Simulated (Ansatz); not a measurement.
# CH4FNSi: up Jacob's ladder to CCSD(T)

An exercise on one series of results from a longer session: the logs are not shown, and one member is left open.

Program: Ansatz 0.2.0, Gaussian basis. Level of theory: functionals in def2-TZVPP, the program's frozen cores in correlated methods. These are calculated values, not measurements.

Levels to be run: LDA (SPW92), PBE-D4, revPBE-D4, BLYP-D4, r2SCAN-D4, B97M-V, PBE0-D4, B3LYP-D4, r2SCANh-D4, r2SCAN0-D4, HSE06-D4, BHLYP-D4, CAM-B3LYP-D4, LC-ωPBE, ωB97X-V, ωB97M-V, B2PLYP, PBE-QIDH; CCSD(T)/def2-SVP; CCSD(T)/def2-TZVPP; MP2/def2-QZVPP; extrapolation to the limit; RPA on PBE.

## Structure used throughout

The geometry comes from an earlier relaxation with PBE0-D4 in a triple-zeta def2 set; it is a stationary point, not always the lowest conformer.

SMILES `F/C=N/[SiH3]`, 8 atoms, charge 0, spin multiplicity 1.

Atoms are counted from 1 here; the program's logs count them from 0.

Bond lengths: F1–C2 1.336 Å, C2–N3 1.234 Å, C2–H5 1.095 Å, N3–Si4 1.735 Å, Si4–H6 1.482 Å, Si4–H7 1.492 Å, Si4–H8 1.482 Å. Angles: F1–C2–N3 121.3°, F1–C2–H5 109.1°, N3–C2–H5 129.6°, C2–N3–Si4 125.7°, N3–Si4–H6 108.0°, N3–Si4–H7 112.0°, N3–Si4–H8 108.0°, H6–Si4–H7 109.4°, H6–Si4–H8 110.0°, H7–Si4–H8 109.5°.

Geometry (Å):

```xyz
8
CH4FNSi
F    -1.62432   -1.62847    1.46427
C    -0.72353   -0.74970    1.01711
N    -0.56533   -0.55113   -0.19091
Si    0.56773    0.55929   -0.89366
H    -0.21227   -0.29447    1.87168
H    -0.19424    1.53872   -1.70352
H     1.35979    1.28185    0.14400
H     1.48427   -0.21310   -1.76498
```

Set-up of the first run:

in.yaml reads:

```yaml
crystal:
  periodic: [false, false, false]
  atoms:
    - {symbol: F, position_ang: [-1.624323, -1.628465, 1.464273]}
    - {symbol: C, position_ang: [-0.723534, -0.749703, 1.017111]}
    - {symbol: N, position_ang: [-0.565331, -0.551133, -0.190908]}
    - {symbol: Si, position_ang: [0.567732, 0.559295, -0.893658]}
    - {symbol: H, position_ang: [-0.212270, -0.294475, 1.871681]}
    - {symbol: H, position_ang: [-0.194239, 1.538723, -1.703525]}
    - {symbol: H, position_ang: [1.359792, 1.281854, 0.144004]}
    - {symbol: H, position_ang: [1.484272, -0.213096, -1.764976]}
basis:
  gaussian: {orbitals: def2-TZVPP}
hamiltonian: {xc: lda}
output: {orbitals: {seedname: orbitals}}
```

Steps of the session up to this table: LDA; PBE-D4 (GGA); revPBE-D4 (GGA); BLYP-D4 (GGA); r2SCAN-D4 (meta-GGA); B97M-V (meta-GGA); PBE0-D4 (hybrid); B3LYP-D4 (hybrid); r2SCANh-D4 (hybrid); r2SCAN0-D4 (hybrid); HSE06-D4 (hybrid); BHLYP-D4 (hybrid); CAM-B3LYP-D4 (range-separated); LC-ωPBE (range-separated); ωB97X-V (range-separated); ωB97M-V (range-separated); B2PLYP (double hybrid); PBE-QIDH (double hybrid).

One of the session's tables, all rows but one given; the rest of the session is left out.

It belongs to the step «Orbital energies across the functionals». 

```
  functional  HOMO (eV)  gap (eV)
 LDA (SPW92)      -6.94      4.93
      PBE-D4      -6.81      5.05
   revPBE-D4      -6.75      5.09
     BLYP-D4      -6.71      5.07
   r2SCAN-D4      -7.12      5.58
      B97M-V      -7.28      5.81
     PBE0-D4          ?         ?
    B3LYP-D4      -8.03      7.11
  r2SCANh-D4      -7.66      6.53
  r2SCAN0-D4      -8.47      7.96
    HSE06-D4      -7.85      6.81
    BHLYP-D4      -9.64     10.21
CAM-B3LYP-D4      -9.68     10.24
     LC-ωPBE     -11.03     12.84
     ωB97X-V     -10.68     12.43
     ωB97M-V     -10.59     12.22
```

**Question.** Estimate the row for PBE0-D4.

As computed: HOMO (eV): -8.25; gap (eV): 7.61. In the column «HOMO (eV)» it lies between r2SCAN0-D4 (-8.47) and B3LYP-D4 (-8.03).
